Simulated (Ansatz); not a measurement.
# CH5MoNOS: taking an electron away

One table from this session's results is given with a row withheld; the runs are named, their logs left out.

Program: Ansatz 0.2.0, Gaussian basis. Level of theory: unrestricted cation, the program's frozen cores in correlated methods. These are calculated values, not measurements.

Levels to be run: UKS PBE-D4/def2-TZVPP; UKS r2SCAN-D4/def2-TZVPP; UKS PBE0-D4/def2-TZVPP; UKS B3LYP-D4/def2-TZVPP; UKS wB97X-V/def2-TZVPP; UKS wB97M-V/def2-TZVPP; UKS B2PLYP/def2-TZVPP; UHF-CCSD(T)/def2-TZVPP; UHF-MP2/def2-QZVPP; extrapolation to the limit; then −ε(HOMO) from the neutral's earlier runs with LDA (SPW92), PBE-D4, revPBE-D4, BLYP-D4, r2SCAN-D4, B97M-V, PBE0-D4, B3LYP-D4, r2SCANh-D4, r2SCAN0-D4, HSE06-D4, BHLYP-D4, CAM-B3LYP-D4, LC-ωPBE, ωB97X-V, ωB97M-V.

**Structure used throughout**

The geometry comes from an earlier relaxation with PBE0-D4 in a triple-zeta def2 set; it is a stationary point, not always the lowest conformer. Mo takes the def2 core potential; no spin-orbit term is included.

SMILES `[CH3][Mo]([NH2])(=[O])=[S]`, 10 atoms, charge 0, spin multiplicity 1.

Atoms are counted from 1 here; the program's logs count them from 0.

Bond lengths: C1–Mo2 2.102 Å, C1–H6 1.092 Å, C1–H7 1.094 Å, C1–H8 1.092 Å, Mo2–N3 1.913 Å, Mo2–O4 1.672 Å, Mo2–S5 2.115 Å, N3–H9 1.011 Å, N3–H10 1.011 Å. Angles: Mo2–C1–H6 110.0°, Mo2–C1–H7 108.5°, Mo2–C1–H8 109.6°, H6–C1–H7 109.9°, H6–C1–H8 109.4°, H7–C1–H8 109.4°, C1–Mo2–N3 107.0°, C1–Mo2–O4 105.1°, C1–Mo2–S5 105.6°, N3–Mo2–O4 112.5°, N3–Mo2–S5 112.5°, O4–Mo2–S5 113.4°, Mo2–N3–H9 123.8°, Mo2–N3–H10 122.9°, H9–N3–H10 111.1°.

Set-up of the first run:

Contents of in.yaml:

```yaml
crystal:
  periodic: [false, false, false]
  atoms:
    - {symbol: C, position_ang: [-1.383663, -0.685790, -0.139433]}
    - {symbol: Mo, position_ang: [0.334301, 0.460652, -0.531145]}
    - {symbol: N, position_ang: [1.536545, 0.184631, 0.931296]}
    - {symbol: O, position_ang: [0.934365, -0.132678, -1.974018]}
    - {symbol: S, position_ang: [-0.336695, 2.462025, -0.660030]}
    - {symbol: H, position_ang: [-1.848493, -0.356147, 0.791844]}
    - {symbol: H, position_ang: [-1.088951, -1.735821, -0.057880]}
    - {symbol: H, position_ang: [-2.095350, -0.572325, -0.959726]}
    - {symbol: H, position_ang: [1.614287, 0.810244, 1.721270]}
    - {symbol: H, position_ang: [2.333654, -0.434801, 0.877810]}
basis:
  gaussian: {orbitals: def2-TZVPP}
total_charge: 1
magnetization: {spin_polarized: true, initial_magnetization: 1}
hamiltonian: {xc: pbe, dispersion: d4}
```

Started as:

```bash
ansatz run in.yaml --threads 2 --pin off --events-out ev --progress --plain --max-ram 22528MiB --backend cpu
```

Steps of the session up to this table: Cation, UKS PBE-D4/def2-TZVPP; Cation, UKS r2SCAN-D4/def2-TZVPP; Cation, UKS PBE0-D4/def2-TZVPP; Cation, UKS B3LYP-D4/def2-TZVPP; Cation, UKS wB97X-V/def2-TZVPP; Cation, UKS wB97M-V/def2-TZVPP; Cation, UKS B2PLYP (frozen core)/def2-TZVPP; Cation, UHF-CCSD(T)/def2-TZVPP; Cation, UHF-MP2/def2-QZVPP.

One of the session's tables, all rows but one given; the rest of the session is left out.

It belongs to the step «Ionisation energies side by side». For comparison, −ε(HOMO) of the neutral from earlier runs:

```
  functional  −ε(HOMO) (eV)
 LDA (SPW92)           6.39
      PBE-D4           6.22
   revPBE-D4           6.16
     BLYP-D4           6.07
   r2SCAN-D4           6.50
      B97M-V           6.55
     PBE0-D4           7.43
    B3LYP-D4           7.19
  r2SCANh-D4           6.95
  r2SCAN0-D4           7.62
    HSE06-D4           7.03
    BHLYP-D4           8.50
CAM-B3LYP-D4              ?
     LC-ωPBE          10.03
     ωB97X-V           9.69
     ωB97M-V           9.56
```

Estimate the missing values for CAM-B3LYP-D4.

**Answer.** −ε(HOMO) (eV): 8.71. In the column «−ε(HOMO) (eV)» it lies between BHLYP-D4 (8.50) and ωB97M-V (9.56).

Caveats from the session: The cation may have settled in a state other than its lowest; no search over hole states beyond the program's own was made.
